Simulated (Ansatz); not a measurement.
**ClFHIn: vertical ionisation energy**

One table from this session's results is given with a row withheld; the runs are named, their logs left out.

Program: Ansatz 0.2.0, Gaussian basis. Level of theory: unrestricted cation, the program's frozen cores in correlated methods. These are calculated values, not measurements.

Levels to be run: UKS PBE-D4/def2-TZVPP; UKS r2SCAN-D4/def2-TZVPP; UKS PBE0-D4/def2-TZVPP; UKS B3LYP-D4/def2-TZVPP; UKS wB97X-V/def2-TZVPP; UKS wB97M-V/def2-TZVPP; UKS B2PLYP/def2-TZVPP; UHF-CCSD(T)/def2-TZVPP; UHF-MP2/def2-QZVPP; extrapolation to the limit; then −ε(HOMO) from the neutral's earlier runs with LDA (SPW92), PBE-D4, revPBE-D4, BLYP-D4, r2SCAN-D4, B97M-V, PBE0-D4, B3LYP-D4, r2SCANh-D4, r2SCAN0-D4, HSE06-D4, BHLYP-D4, CAM-B3LYP-D4, LC-ωPBE, ωB97X-V, ωB97M-V.

### The relaxed structure

The geometry comes from an earlier relaxation with PBE0-D4 in a triple-zeta def2 set; it is a stationary point. In takes the def2 core potential; no spin-orbit term is included.

SMILES `[F][InH][Cl]`, 4 atoms, charge 0, spin multiplicity 1.

Atoms are counted from 1 here; the program's logs count them from 0.

Bond lengths: F1–In2 1.939 Å, In2–Cl3 2.305 Å, In2–H4 1.688 Å. Angles: F1–In2–Cl3 109.3°, F1–In2–H4 121.8°, Cl3–In2–H4 128.9°.

Set-up of the first run:

The input, in.yaml:

```yaml
crystal:
  periodic: [false, false, false]
  atoms:
    - {symbol: F, position_ang: [-1.569221, -0.190453, 0.987750]}
    - {symbol: In, position_ang: [-0.021137, 0.130339, -0.135572]}
    - {symbol: Cl, position_ang: [1.671113, -1.313051, 0.468232]}
    - {symbol: H, position_ang: [-0.025255, 1.312765, -1.340710]}
basis:
  gaussian: {orbitals: def2-TZVPP}
total_charge: 1
magnetization: {spin_polarized: true, initial_magnetization: 1}
hamiltonian: {xc: pbe, dispersion: d4}
```

Among the steps run: Cation, UKS PBE-D4/def2-TZVPP; Cation, UKS r2SCAN-D4/def2-TZVPP; Cation, UKS PBE0-D4/def2-TZVPP; Cation, UKS B3LYP-D4/def2-TZVPP; Cation, UKS wB97X-V/def2-TZVPP; Cation, UKS wB97M-V/def2-TZVPP; Cation, UKS B2PLYP (frozen core)/def2-TZVPP; Cation, UHF-CCSD(T)/def2-TZVPP; Cation, UHF-MP2/def2-QZVPP.

One table of the session follows, with a row left open; its other results are not shown here.

It belongs to the step «Ionisation energies side by side». Orbital estimates, from the neutral's runs:

```
  functional  −ε(HOMO) (eV)
 LDA (SPW92)           7.82
      PBE-D4              ?
   revPBE-D4           7.60
     BLYP-D4           7.51
   r2SCAN-D4           8.01
      B97M-V           8.10
     PBE0-D4           9.08
    B3LYP-D4           8.81
  r2SCANh-D4           8.53
  r2SCAN0-D4           9.31
    HSE06-D4           8.67
    BHLYP-D4          10.35
CAM-B3LYP-D4          10.46
     LC-ωPBE          11.88
     ωB97X-V          11.50
     ωB97M-V          11.35
```

**Question.** Estimate the row for PBE-D4.

As computed: −ε(HOMO) (eV): 7.66. In the column «−ε(HOMO) (eV)» it lies between revPBE-D4 (7.60) and LDA (SPW92) (7.82).
